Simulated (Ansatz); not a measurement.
# TbS: the cost of one run

Program: Ansatz 0.2.0. Level of theory: DFT LDA+U (U = 2 eV, J = 0.7 eV on Tb f), plane waves, PAW, no spin–orbit coupling unless a run says so. These are calculated values, not measurements.

## Step 1: The starting structure

It takes space group Fm-3m (No. 225, cubic). The conventional cell has a = 5.516 Å, b = 5.516 Å, c = 5.516 Å, α = 90.00°, β = 90.00°, γ = 90.00°. Tb (site symmetry m-3m) is surrounded by 6 S at 2.76 Å. S (site symmetry m-3m) has 6 Tb at 2.76 Å as nearest neighbours.

Coordinates:

```
CELL_PARAMETERS angstrom
0.00000 2.75800 2.75800
2.75800 0.00000 2.75800
2.75800 2.75800 0.00000
ATOMIC_POSITIONS crystal
Tb 0.50000 0.50000 0.50000
S 0.00000 0.00000 0.00000
```

An earlier series on this cell reached its lowest free state from «ferromagnetic start, free, symmetry kept, no search», perhaps among other starts.

## Step 2: No spin polarisation

Input file input.yaml:

```yaml
crystal:
  lattice:
    - [0.0, 2.75799985, 2.75799985]
    - [2.75799985, 0.0, 2.75799985]
    - [2.75799985, 2.75799985, 0.0]
  atoms:
    - { symbol: Tb, position: [0.5, 0.5, 0.5] }
    - { symbol: S, position: [0.0, 0.0, 0.0] }
basis:
  ecutwfc: 420
  ecutrho_ratio: 4
kpoints:
  mp_grid: { grid: [6, 6, 6] }
hamiltonian:
  xc: lda
  hubbard: { sites: [{ site: 0, l: f, u: 2.0, j: 0.7 }] }
scf:
  occupations: { method: gaussian, width: 0.05 }
  lower_state_search: "off"
  max_iter: 150
output:
  forces: true
  stress: true
  eigenvalues: true
  populations: true
  hubbard: { sites: [{ site: 0, l: f }] }
```

Launch:

```sh
ansatz run input.yaml --threads 2 --pin off --max-ram 3072MiB --backend cpu --events-out ev --progress --plain --runs-dir out
```

Q: Estimate wall time and peak memory on 2 threads of Intel Xeon Platinum 8259CL at 2.50GHz (Skylake/Cascade Lake), shared host.

About 2.4 s, with a peak of 0.37 GiB.
